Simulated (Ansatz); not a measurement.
# RuTe: the cost of one run

Computed with Ansatz 0.2.0 (DFT PBEsol+U (U_eff = 7 eV on Ru d), plane waves, PAW, unless a step's input says otherwise).

3 further runs of the same task are left out: 3 that didn't finish. Runs told in other sessions of the task aren't counted.

## (1) The starting structure

It takes space group P4_2/mmc (No. 131, tetragonal). Conventional cell: a = 4.579 Å, b = 4.579 Å, c = 5.701 Å, α = 90.00°, β = 90.00°, γ = 90.00°. Around Ru (site symmetry mmm) lie 4 Te at 2.70 Å. Around Te (site symmetry -4m2) lie 4 Ru at 2.70 Å and 2 Te at 2.85 Å.

Coordinates:

```cif
data_structure
_symmetry_space_group_name_H-M 'P4_2/mmc'
_symmetry_Int_Tables_number 131
_cell_length_a 4.5788
_cell_length_b 4.5788
_cell_length_c 5.7006
_cell_angle_alpha 90.000
_cell_angle_beta 90.000
_cell_angle_gamma 90.000
_cell_volume 119.52
loop_
_atom_site_label
_atom_site_type_symbol
_atom_site_symmetry_multiplicity
_atom_site_Wyckoff_symbol
_atom_site_fract_x
_atom_site_fract_y
_atom_site_fract_z
_atom_site_occupancy
Ru1 Ru 2 c 0.00000 0.50000 0.00000 1
Te1 Te 2 e 0.00000 0.00000 0.25000 1
```

## (2) Ferromagnetic start, free, symmetry kept, no search

Contents of input.yaml:

```yaml
crystal:
  lattice:
    - [4.5788006, 0.0, 0.0]
    - [0.0, 4.5788006, 0.0]
    - [0.0, 0.0, 5.70061747]
  atoms:
    - { symbol: Ru, position: [0.0, 0.5, 0.0], spin: 4.0 }
    - { symbol: Ru, position: [0.5, 0.0, 0.5], spin: 4.0 }
    - { symbol: Te, position: [0.0, 0.0, 0.25] }
    - { symbol: Te, position: [0.0, 0.0, 0.75] }
basis:
  ecutwfc: 420
  ecutrho_ratio: 4
kpoints:
  mp_grid: { grid: [4, 4, 4] }
hamiltonian:
  xc: pbesol
  hubbard:
    sites: [{ site: 0, l: d, u_eff: 7.0 }, { site: 1, l: d, u_eff: 7.0 }]
scf:
  occupations: { method: gaussian, width: 0.05 }
  lower_state_search: "off"
  max_iter: 150
output:
  forces: true
  stress: true
  eigenvalues: true
  populations: true
  hubbard: { sites: [{ site: 0, l: d }, { site: 1, l: d }] }
magnetization:
  spin_polarized: true
```

Started as:

```
$ ansatz run input.yaml --threads 2 --pin off --max-ram 3072MiB --backend cpu --events-out ev --progress --plain --runs-dir out
```

**Question.** How long does this run take on 2 threads of Arm Neoverse V2, shared host, and how much memory does it need?

About 13 s, with a peak of 0.5 GiB.
